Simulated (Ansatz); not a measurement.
# In2SiS: the cost of one run

Method: DFT PBE, scalar-relativistic, plane waves, PAW, in Ansatz 0.2.0.

## Step 1: The starting structure

The structure is hexagonal, space group P-6m2 (No. 187). The conventional cell has a = 4.751 Å, b = 4.751 Å, c = 5.574 Å, α = 90.00°, β = 90.00°, γ = 120.00°. In (site symmetry -6m2) has 3 In at 2.74 Å as nearest neighbours. In (site symmetry -6m2) is surrounded by 3 In at 2.74 Å and 2 Si at 2.79 Å. Around Si (site symmetry -6m2) lie 3 S at 2.74 Å and 2 In at 2.79 Å. Around S (site symmetry -6m2) lie 3 Si at 2.74 Å.

As a file:

```cif
data_structure
_symmetry_space_group_name_H-M 'P 1'
_symmetry_Int_Tables_number 1
_cell_length_a 4.7514
_cell_length_b 4.7514
_cell_length_c 5.5743
_cell_angle_alpha 90.000
_cell_angle_beta 90.000
_cell_angle_gamma 120.000
_cell_volume 108.98
loop_
_atom_site_label
_atom_site_type_symbol
_atom_site_fract_x
_atom_site_fract_y
_atom_site_fract_z
_atom_site_occupancy
In1 In 0.33333 0.66667 0.00000 1
In2 In 0.00000 0.00000 0.00000 1
Si1 Si 0.00000 0.00000 0.50000 1
S1 S 0.66667 0.33333 0.50000 1
```

It is the end of an earlier relaxation with the same method, from a generated guess; it is a trial structure. At a tolerance of 0.05 Å it has space group P-6m2 (No. 187); it has 27.25 Å³/atom, an uncorrected energy of +0.45 eV/atom over the elements.

## Step 2: Static run: bands, density of states and charges

Contents of input.yaml:

```yaml
crystal:
  lattice:
    - [4.751350789, 0.0, 0.0]
    - [-2.3756753945, 4.1147904856, 0.0]
    - [0.0, 0.0, 5.5743105578]
  atoms:
    - { symbol: In, position: [0.3333333333, 0.6666666667, 0.0] }
    - { symbol: In, position: [0.0, 0.0, 0.0] }
    - { symbol: Si, position: [0.0, 0.0, 0.5] }
    - { symbol: S, position: [0.6666666667, 0.3333333333, 0.5] }
basis:
  ecutwfc: 420
kpoints:
  mp_grid: { grid: [12, 12, 8] }
  band_path:
    path:
      - [[0.0, 0.0, 0.0], [0.5, 0.0, 0.0], [0.33333333, 0.33333333, 0.0], [0.0, 0.0, 0.0], [0.0, 0.0, 0.5], [0.5, 0.0, 0.5], [0.33333333, 0.33333333, 0.5], [0.0, 0.0, 0.5]]
      - [[0.5, 0.0, 0.5], [0.5, 0.0, 0.0]]
      - [[0.33333333, 0.33333333, 0.5], [0.33333333, 0.33333333, 0.0]]
    npoints: 14
hamiltonian:
  xc: pbe
scf:
  occupations: { method: gaussian, width: 0.1 }
  n_extra_bands: 10
output:
  forces: true
  stress: true
  eigenvalues: true
  populations: true
  dos: { projected: true, de: 0.02, nscf_kmesh: { grid: [15, 15, 10] } }
  bader: true
  write_density: true
  write_potential: true
  elf: true
  volumetric_format: npy
```

The run is started by

```
$ ansatz run input.yaml --threads 1 --pin off --max-ram 2560MiB --backend cpu --events-out ev --progress --plain --runs-dir out
```

What time and memory should one allow on 1 thread of Arm Neoverse V2, shared host?

About 99 s, with a peak of 0.58 GiB.
